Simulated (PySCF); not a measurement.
**PBr₃: NMR shifts at several levels of theory**

Aim: compute the NMR shifts of PBr₃ (`BrP(Br)Br`) at several levels, and see how far they spread and what each costs.

Computed with PySCF 2.14.0, with density-fitted response routines of our own, on a single molecule in the gas phase. Atoms are numbered from 0 throughout.

### Step 1. The starting structure

4 atoms, charge 0, multiplicity 1; geometry from: GFN2-xTB.

Bonds of the start (Å): Br0–P1 2.22, P1–Br2 2.22, P1–Br3 2.22.

### Step 2. Relaxing the molecule at PBE0-D3(BJ)/def2-SVP

The job: settings as JSON, then the geometry in Å.

```
{"job": {"xc": "PBE0", "basis": "def2-SVP", "d3": "d3bj", "grid": 1, "kind": "geom"}, "charge": 0, "multiplicity": 1}
Br     1.973010    -0.142610    -0.137570
P      0.012080     0.010610     0.896630
Br    -0.869010     1.777830    -0.127180
Br    -1.110590    -1.640660    -0.082780
```

Log:

```text
step   0  E = -8061.82825192  max force = 0.003946
step   1  E = -8061.82840361  max force = 0.001106
step   2  E = -8061.82841514  max force = 0.000304
optimisation converged
```

Run time: 25 s. Hardware: 4 threads of Intel Xeon at 2.50GHz (Skylake/Cascade Lake), shared host.

Step by step:

```tsv
step	energy from step 0 (eV)	largest force component (eV/Å)
0	0.0000	0.2029
1	-0.0041	0.0569
2	-0.0044	0.0156
```

Distances of close pairs at the start and the end, largest changes first:

```tsv
bond	before (Å)	after (Å)	change (Å)
Br0–P1	2.222	2.235	+0.013
P1–Br3	2.224	2.234	+0.010
P1–Br2	2.224	2.234	+0.010
```

The end geometry stands in the next job.

```tsv
at the end point	value
point group (found at 0.08 Å tolerance)	C3v
rotational constants (GHz, main isotopes)	1.017, 1.007, 0.535
dipole moment (D)	0.44
```

### Step 3. Shielding tensors: PBE0/pcSseg-2

The job: settings as JSON, then the geometry in Å.

```
{"job": {"kind": "nmr", "xc": "PBE0", "basis": "pcSseg-2", "pop": false}, "charge": 0, "multiplicity": 1}
Br     1.990863    -0.130858    -0.136892
P      0.010791     0.013351     0.889742
Br    -0.896374     1.787153    -0.121643
Br    -1.099790    -1.664476    -0.082107
```

Level: GIAO PBE0/pcSseg-2 NMR shielding, non-relativistic, gas phase.

Log:

```text
coarse grid: 28408 points
cycle   1  E = -8062.9453662504  dE = -3.392e+00  |g| = 1.638e+00  |ddm| = 2.227e+00
cycle   2  E = -8062.8995372085  dE =  4.583e-02  |g| = 1.105e+00  |ddm| = 9.214e-01
cycle   3  E = -8062.9803182130  dE = -8.078e-02  |g| = 3.945e-01  |ddm| = 8.781e-01
cycle   4  E = -8063.0219107828  dE = -4.159e-02  |g| = 1.591e-01  |ddm| = 4.541e-01
cycle   5  E = -8063.0267067106  dE = -4.796e-03  |g| = 9.157e-03  |ddm| = 1.060e-01
cycle   6  E = -8063.0267198751  dE = -1.316e-05  |g| = 3.599e-03  |ddm| = 1.188e-02
cycle   7  E = -8063.0267226565  dE = -2.781e-06  |g| = 5.872e-04  |ddm| = 3.308e-03
final grid: 51152 points
cycle   8  E = -8063.0266761317  dE = -6.860e-08  |g| = 5.843e-04  |ddm| = 1.351e-03
cycle   9  E = -8063.0266760667  dE =  6.502e-08  |g| = 7.355e-04  |ddm| = 1.076e-03
cycle  10  E = -8063.0266762203  dE = -1.537e-07  |g| = 1.788e-04  |ddm| = 7.181e-04
cycle  11  E = -8063.0266762275  dE = -7.205e-09  |g| = 9.869e-06  |ddm| = 1.352e-04
cycle  12  E = -8063.0266762275  dE =  0.000e+00  |g| = 4.735e-06  |ddm| = 1.354e-05
converged SCF energy = -8063.0266762275

GIAO shielding tensors (ppm)
atom      isotropic    diamagn.    paramagn.     s11        s22        s33       span
  0 Br    1750.075    3123.743   -1373.668   1129.853   1625.849   2494.523   1364.670
  1 P       -7.888     955.752    -963.640    -49.522    -48.400     74.259    123.781
  2 Br    1753.720    3123.736   -1370.015   1136.032   1630.882   2494.247   1358.216
  3 Br    1748.231    3123.752   -1375.521   1127.856   1624.010   2492.828   1364.972
```

It took 52 s on 4 threads of Intel Xeon at 2.50GHz (Skylake/Cascade Lake), shared host.

Shifts follow as δ = σ(reference) − σ, with reference shieldings (ppm) from runs at the same level and on the same kind of geometry: 31P H3PO4 296.6, 79Br HBr 2592. The references are single molecules in the gas phase, so shifts against H2O, NH3, PH3, H3PO4 or CFCl3 are not on the usual liquid scales and can be off by tens of ppm. Atoms listed in one row are averaged.

```tsv
atoms	environment	σ (ppm)	δ (ppm)
Br0, Br2, Br3	bromine bonded to P	1751	842
P1	phosphorus bonded to 3 Br	-7.9	304.5
```

### Step 4. NMR shieldings: PBE/pcSseg-2

The job: settings as JSON, then the geometry in Å.

```
{"job": {"kind": "nmr", "xc": "PBE", "basis": "pcSseg-2", "pop": false}, "charge": 0, "multiplicity": 1}
Br     1.990863    -0.130858    -0.136892
P      0.010791     0.013351     0.889742
Br    -0.896374     1.787153    -0.121643
Br    -1.099790    -1.664476    -0.082107
```

Level: GIAO PBE/pcSseg-2 NMR shielding, non-relativistic, gas phase.

Log:

```text
coarse grid: 28408 points
cycle   1  E = -8062.6796187114  dE = -3.379e+00  |g| = 1.917e+00  |ddm| = 2.280e+00
cycle   2  E = -8062.6326104346  dE =  4.701e-02  |g| = 1.421e+00  |ddm| = 8.147e-01
cycle   3  E = -8062.6942673690  dE = -6.166e-02  |g| = 4.841e-01  |ddm| = 9.302e-01
cycle   4  E = -8062.7369642777  dE = -4.270e-02  |g| = 3.348e-01  |ddm| = 6.948e-01
cycle   5  E = -8062.7642174300  dE = -2.725e-02  |g| = 2.318e-02  |ddm| = 2.565e-01
cycle   6  E = -8062.7643173986  dE = -9.997e-05  |g| = 1.009e-02  |ddm| = 2.987e-02
cycle   7  E = -8062.7643430239  dE = -2.563e-05  |g| = 2.079e-03  |ddm| = 1.216e-02
cycle   8  E = -8062.7643441223  dE = -1.098e-06  |g| = 3.752e-04  |ddm| = 2.055e-03
final grid: 51152 points
cycle   9  E = -8062.7642830268  dE = -5.017e-08  |g| = 5.914e-04  |ddm| = 1.511e-03
cycle  10  E = -8062.7642827866  dE =  2.402e-07  |g| = 1.127e-03  |ddm| = 1.726e-03
cycle  11  E = -8062.7642831129  dE = -3.263e-07  |g| = 1.634e-04  |ddm| = 1.213e-03
cycle  12  E = -8062.7642831196  dE = -6.727e-09  |g| = 3.372e-05  |ddm| = 1.492e-04
cycle  13  E = -8062.7642831199  dE = -2.983e-10  |g| = 1.236e-05  |ddm| = 4.598e-05
converged SCF energy = -8062.7642831199

GIAO shielding tensors (ppm)
atom      isotropic    diamagn.    paramagn.     s11        s22        s33       span
  0 Br    1598.749    3123.556   -1524.807    978.482   1465.869   2351.894   1373.411
  1 P      -49.898     956.562   -1006.459    -92.894    -92.007     35.207    128.101
  2 Br    1602.840    3123.548   -1520.708    985.247   1471.669   2351.603   1366.356
  3 Br    1596.582    3123.565   -1526.983    976.206   1463.484   2350.056   1373.850
```

Run time: 40 s. Hardware: 4 threads of Intel Xeon at 2.50GHz (Skylake/Cascade Lake), shared host.

This run: δ Br0 967, P1 331.7 ppm (means over like atoms).

### Step 5. Shielding tensors: wB97X-D/pcSseg-2

The job: settings as JSON, then the geometry in Å.

```
{"job": {"kind": "nmr", "xc": "wB97X-D", "basis": "pcSseg-2", "pop": false}, "charge": 0, "multiplicity": 1}
Br     1.990863    -0.130858    -0.136892
P      0.010791     0.013351     0.889742
Br    -0.896374     1.787153    -0.121643
Br    -1.099790    -1.664476    -0.082107
```

Level: GIAO wB97X-D/pcSseg-2 NMR shielding, non-relativistic, gas phase.

Log:

```text
coarse grid: 28408 points
cycle   1  E = -8064.1095156090  dE = -3.410e+00  |g| = 1.636e+00  |ddm| = 2.174e+00
cycle   2  E = -8064.1111818524  dE = -1.666e-03  |g| = 1.033e+00  |ddm| = 9.768e-01
cycle   3  E = -8064.2115016700  dE = -1.003e-01  |g| = 2.155e-01  |ddm| = 6.654e-01
cycle   4  E = -8064.2221817727  dE = -1.068e-02  |g| = 8.482e-02  |ddm| = 2.208e-01
cycle   5  E = -8064.2233640546  dE = -1.182e-03  |g| = 5.612e-03  |ddm| = 5.378e-02
cycle   6  E = -8064.2233960494  dE = -3.199e-05  |g| = 2.320e-03  |ddm| = 1.791e-02
cycle   7  E = -8064.2234014444  dE = -5.395e-06  |g| = 7.221e-04  |ddm| = 7.290e-03
final grid: 51152 points
cycle   8  E = -8064.2234277064  dE = -2.715e-06  |g| = 1.098e-03  |ddm| = 3.597e-03
cycle   9  E = -8064.2234279315  dE = -2.252e-07  |g| = 9.020e-04  |ddm| = 1.353e-03
cycle  10  E = -8064.2234280057  dE = -7.413e-08  |g| = 1.483e-04  |ddm| = 4.894e-04
cycle  11  E = -8064.2234280312  dE = -2.551e-08  |g| = 9.339e-05  |ddm| = 5.491e-04
cycle  12  E = -8064.2234280366  dE = -5.377e-09  |g| = 2.453e-05  |ddm| = 2.297e-04
cycle  13  E = -8064.2234280372  dE = -6.312e-10  |g| = 8.133e-06  |ddm| = 1.000e-04
converged SCF energy = -8064.2234280372

GIAO shielding tensors (ppm)
atom      isotropic    diamagn.    paramagn.     s11        s22        s33       span
  0 Br    1774.088    3123.990   -1349.902   1123.411   1645.846   2553.008   1429.597
  1 P       -0.081     955.887    -955.968    -39.670    -38.359     77.787    117.457
  2 Br    1777.513    3123.983   -1346.470   1129.513   1650.357   2552.668   1423.155
  3 Br    1772.509    3123.997   -1351.487   1121.576   1644.527   2551.426   1429.850
```

Wall time 85 s (4 threads of Intel Xeon at 2.50GHz (Skylake/Cascade Lake), shared host).

This run: δ Br0 803, P1 293.2 ppm (means over like atoms).

### Step 6. NMR shieldings: KT2/pcSseg-2

The job: settings as JSON, then the geometry in Å.

```
{"job": {"kind": "nmr", "xc": "KT2", "basis": "pcSseg-2", "pop": false}, "charge": 0, "multiplicity": 1}
Br     1.990863    -0.130858    -0.136892
P      0.010791     0.013351     0.889742
Br    -0.896374     1.787153    -0.121643
Br    -1.099790    -1.664476    -0.082107
```

Level: GIAO KT2/pcSseg-2 NMR shielding, non-relativistic, gas phase.

Log:

```text
coarse grid: 28408 points
cycle   1  E = -8096.1409151584  dE = -3.293e+00  |g| = 1.075e+00  |ddm| = 2.135e+00
cycle   2  E = -8096.0739272520  dE =  6.699e-02  |g| = 6.257e-01  |ddm| = 7.058e-01
cycle   3  E = -8096.0124581317  dE =  6.147e-02  |g| = 6.870e-01  |ddm| = 1.152e+00
cycle   4  E = -8096.1651145221  dE = -1.527e-01  |g| = 1.147e-01  |ddm| = 7.245e-01
cycle   5  E = -8096.1664140977  dE = -1.300e-03  |g| = 1.288e-02  |ddm| = 4.579e-02
cycle   6  E = -8096.1664350154  dE = -2.092e-05  |g| = 5.144e-03  |ddm| = 1.205e-02
cycle   7  E = -8096.1664404725  dE = -5.457e-06  |g| = 1.026e-03  |ddm| = 5.480e-03
final grid: 51152 points
cycle   8  E = -8096.1663938324  dE =  3.608e-07  |g| = 1.694e-03  |ddm| = 3.063e-03
cycle   9  E = -8096.1663916124  dE =  2.220e-06  |g| = 3.348e-03  |ddm| = 5.328e-03
cycle  10  E = -8096.1663945488  dE = -2.936e-06  |g| = 3.331e-04  |ddm| = 3.723e-03
cycle  11  E = -8096.1663945785  dE = -2.971e-08  |g| = 7.957e-05  |ddm| = 4.087e-04
cycle  12  E = -8096.1663945798  dE = -1.295e-09  |g| = 2.494e-05  |ddm| = 7.220e-05
cycle  13  E = -8096.1663945800  dE = -1.874e-10  |g| = 4.515e-06  |ddm| = 2.735e-05
converged SCF energy = -8096.1663945800

GIAO shielding tensors (ppm)
atom      isotropic    diamagn.    paramagn.     s11        s22        s33       span
  0 Br    1638.319    3128.292   -1489.973   1036.712   1511.395   2366.850   1330.138
  1 P        1.699     958.364    -956.664    -39.652    -38.868     83.617    123.269
  2 Br    1642.379    3128.284   -1485.905   1043.474   1517.127   2366.536   1323.062
  3 Br    1636.089    3128.301   -1492.212   1034.251   1508.923   2365.093   1330.841
```

Run time: 45 s. Hardware: 4 threads of Intel Xeon at 2.50GHz (Skylake/Cascade Lake), shared host.

In short: δ Br0 950, P1 311.4 ppm (means over like atoms).

### Step 7. NMR shieldings: HF/pcSseg-2

The job: settings as JSON, then the geometry in Å.

```
{"job": {"kind": "nmr", "xc": "HF", "basis": "pcSseg-2", "pop": false}, "charge": 0, "multiplicity": 1}
Br     1.990863    -0.130858    -0.136892
P      0.010791     0.013351     0.889742
Br    -0.896374     1.787153    -0.121643
Br    -1.099790    -1.664476    -0.082107
```

Method: GIAO HF/pcSseg-2 NMR shielding, non-relativistic, gas phase.

Log:

```text
final grid: 51152 points
cycle   1  E = -8058.0370382890  dE = -3.450e+00  |g| = 1.094e+00  |ddm| = 2.154e+00
cycle   2  E = -8058.0965682820  dE = -5.953e-02  |g| = 5.660e-01  |ddm| = 9.678e-01
cycle   3  E = -8058.1464056299  dE = -4.984e-02  |g| = 9.403e-02  |ddm| = 4.355e-01
cycle   4  E = -8058.1492605189  dE = -2.855e-03  |g| = 3.582e-02  |ddm| = 1.106e-01
cycle   5  E = -8058.1498029104  dE = -5.424e-04  |g| = 1.191e-02  |ddm| = 5.149e-02
cycle   6  E = -8058.1499764182  dE = -1.735e-04  |g| = 2.996e-03  |ddm| = 4.563e-02
cycle   7  E = -8058.1499868980  dE = -1.048e-05  |g| = 7.348e-04  |ddm| = 1.300e-02
cycle   8  E = -8058.1499873184  dE = -4.204e-07  |g| = 1.702e-04  |ddm| = 2.371e-03
cycle   9  E = -8058.1499873428  dE = -2.436e-08  |g| = 4.669e-05  |ddm| = 5.415e-04
cycle  10  E = -8058.1499873444  dE = -1.581e-09  |g| = 1.548e-05  |ddm| = 1.052e-04
cycle  11  E = -8058.1499873446  dE = -2.419e-10  |g| = 6.072e-06  |ddm| = 3.474e-05
converged SCF energy = -8058.1499873446

GIAO shielding tensors (ppm)
atom      isotropic    diamagn.    paramagn.     s11        s22        s33       span
  0 Br    2056.889    3124.048   -1067.159   1475.415   1950.652   2744.600   1269.185
  1 P      106.472     953.048    -846.576     63.717     65.335    190.363    126.645
  2 Br    2059.615    3124.040   -1064.425   1480.387   1953.860   2744.597   1264.210
  3 Br    2055.574    3124.057   -1068.482   1473.560   1949.901   2743.262   1269.702
```

It took 41 s on 4 threads of Intel Xeon at 2.50GHz (Skylake/Cascade Lake), shared host.

Key values: δ Br0 566, P1 237.5 ppm (means over like atoms).

### Step 8. Comparing the runs: NMR shifts

Shifts (ppm), means over like atoms, with basis size and wall time:

```tsv
run	Br0	P1	functions	time
PBE0/pcSseg-2	842	304.5	232	52 s
PBE/pcSseg-2	967	331.7	232	40 s
wB97X-D/pcSseg-2	803	293.2	232	85 s
KT2/pcSseg-2	950	311.4	232	45 s
HF/pcSseg-2	566	237.5	232	41 s
```

### Step 9. Summary of results

| quantity | value |
| --- | --- |
| point group | C3v |
| rotational constants (main isotopes) | 1.02, 1.01, 0.54 GHz |
| 79Br shifts against HBr (PBE0/pcSseg-2, means over atoms taken as alike) | 842 ppm |
| 31P shifts against H3PO4 (PBE0/pcSseg-2) | 304.5 ppm |
| range of the shift of Br0 (with its like atoms) | 566 to 967 ppm |

Single values in the summary come from the first sound run of each kind (PBE0/pcSseg-2), which need not be the best level. Relaxing lowered the energy by 0.004 eV in 2 steps; the close pair that moved most is Br0–P1, from 2.222 to 2.235 Å. No frequency check was run at this level, so the end point may be a saddle. At PBE0/pcSseg-2: The widest tensor belongs to Br0, Br2, Br3: span 1363 ppm, with a paramagnetic part of -1373 ppm. In ppm, Br0 (with its like atoms) moves most: its shift spreads over 401 ppm, from 566 (HF/pcSseg-2) to 967 (PBE/pcSseg-2). Spin-orbit coupling is left out, which matters for shieldings and couplings at and beside the heavy atoms.
